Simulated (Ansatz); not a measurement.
**HfC+ (sextet): the correlation ladder, def2-TZVPP**

One table from this session's results is given with a row withheld; the runs are named, their logs left out.

Computed with Ansatz 0.2.0, Gaussian basis. Level: def2-TZVPP, core rule «outside noble gas», up to 5 orbitals frozen.

To be run: UHF; ROHF; CCSD(T) on UHF.

## What is computed

The geometry is a PBE0/def2-TZVP stationary point (not a proven minimum) of the parent state, kept for this charge and spin. No spin-orbit coupling is included. Elements past krypton take def2 core potentials.

2 atoms, charge 1, spin multiplicity 6.

Atoms are counted from 1 here; the program's logs count them from 0.

Bond lengths: Hf1–C2 2.091 Å.

Set-up of the first run:

The input, in.yaml:

```yaml
crystal:
  periodic: [false, false, false]
  atoms:
    - {symbol: Hf, position_ang: [0.000000, 0.000000, 0.000000]}
    - {symbol: C, position_ang: [0.000000, 0.000000, 2.090600]}
basis:
  gaussian: {orbitals: def2-TZVPP}
total_charge: 1
magnetization: {spin_polarized: true, initial_magnetization: 5}
hamiltonian: {xc: hf}
output: {orbitals: {seedname: orbitals}}
```

Command:

```console
$ ansatz run in.yaml --threads 1 --pin off --events-out ev --progress --plain --max-ram 4096MiB --backend cpu
```

Steps of the session up to this table: UHF; ROHF; CCSD(T) on UHF.

One of the session's tables, all rows but one given; the rest of the session is left out.

```
  method  from UCCSD(T) (meV)
    ROHF              +3787.5
     UHF                    ?
    UMP2               +698.5
   UCCSD               +168.6
UCCSD(T)                    0
```

Estimate the missing values for UHF.

**Answer.** from UCCSD(T) (meV): +3670.9. In the column «from UCCSD(T) (meV)» it lies between UMP2 (+698.5) and ROHF (+3787.5).
